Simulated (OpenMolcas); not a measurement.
# CH3Br (bromomethane) at CCSD/aug-pcseg-1 (electric field 0.002 a.u., field axis y)

Wanted: a single-point energy of CH3Br (bromomethane). 

The calculation is run with OpenMolcas 26.06.

7 further runs of the same task are left out: 1 that didn't finish, 6 set aside as unsound or not needed.

### 1 Starting point

The species is CH3Br (5 atoms), meant as a singlet with charge 0. As SMILES, `CBr`. The shape is that of a PBE0-D4/def2-TZVP optimisation.

Bond lengths: C1–Br2 1.933 Å, C1–H3 1.086 Å, C1–H4 1.086 Å, C1–H5 1.086 Å. Angles: Br2–C1–H3 108.0°, Br2–C1–H4 108.0°, Br2–C1–H5 108.0°, H3–C1–H4 110.9°, H3–C1–H5 110.9°, H4–C1–H5 110.9°.

### 2 The energy at CCSD/aug-pcseg-1 (electric field 0.002 a.u., field axis y)

The input, job.input:

```
>>> EXPORT MOLCAS_PRINT=2

&gateway
 baslib=$CurrDir
 coord
 5
 angstrom
 C       -0.106300       0.123600       0.088400
 Br       1.001100      -1.164400      -0.833200
 H        0.516500       0.973700       0.351300
 H       -0.506300      -0.354100       0.978000
 H       -0.905000       0.421200      -0.584500
 basis=aug-pcseg-1
 group=NoSym

&seward

&ffpt
 dipole
 Y -0.002

&scf
 prorbitals=1 1

&rasscf
 fileorb=$Project.ScfOrb
 spin=1
 nactel=0 0 0
 inactive=22
 ras2=0
 outorbitals=Canonical
 orblisting=Nothing

&motra
 jobiph
 frozen=10

&ccsdt
 ccsd
 iterations=50
 extrapolation=5 4
```

The basis set aug-pcseg-1 is read from a file made from the Basis Set Exchange's data (not shown).

Command:

```console
$ export MOLCAS_MEM=1860
$ pymolcas job.input > job.log
```

The program printed:

```text
--- Start Module: gateway ---
[...]
--- Stop Module: gateway /rc=_RC_ALL_IS_WELL_ ---
[...]
      Basis functions           86
[...]
       Convergence after  10 Iterations
[...]
::    Total SCF energy                              -2611.6923168682
[...]
      Total spin, S                                     0.0000000000
[...]
      Number of active orbitals                  0
[...]
      Spin quantum number                      0.0
[...]
      Active orbitals                            0
[...]
      Number of CSFs                             1
[...]
      Number of root(s) required                 1
[...]
      Convergence after  4 iterations
[...]
      Natural orbitals and occupation numbers for root  1
      ************************************************************************************************************************
      *                                                    Final results                                                     *
      ************************************************************************************************************************
[...]
::    RASSCF root number  1 Total energy:  -2611.69231687
[...]
      Total electronic charge=   44.000000
      Total            charge=   -0.000000
[...]
      Dipole Moment (debye):
      Origin of the operator (angstrom)=    0.8178   -0.9512   -0.6807
                   X= -1.2928E+00               Y=  1.6595E+00               Z=  1.0759E+00           Total=  2.3628E+00
      Quadrupole Moment (debye*angstrom):
[...]
--- Start Module: motra ---
[...]
      *** WARNING: Default frozen orbitals is overwritten by user input.
      *** Default values:  15
[...]
--- Stop Module: motra /rc=_RC_ALL_IS_WELL_ ---
[...]
--- Start Module: ccsdt ---
[...]
      Convergence after                    12  Iterations
      Total energy (diff) :   -2612.00085266      -0.00000005
[...]
--- Stop Module: ccsdt /rc=_RC_ALL_IS_WELL_ ---
[...]
```

Run time: 41 s. Hardware: 1 thread of Arm Neoverse N1, shared host; peak memory 0.47 GiB.

### 3 What came out

At CCSD/aug-pcseg-1 (electric field 0.002 a.u., field axis y), 10 core orbitals frozen:

```
                                    quantity           value
                                total energy  -2612.00085 Eh
          dipole moment (mean-field density)          2.36 D
       HOMO–LUMO gap (Hartree–Fock orbitals)        11.88 eV
correlation energy (10 core orbitals frozen)      -308.5 mEh
```
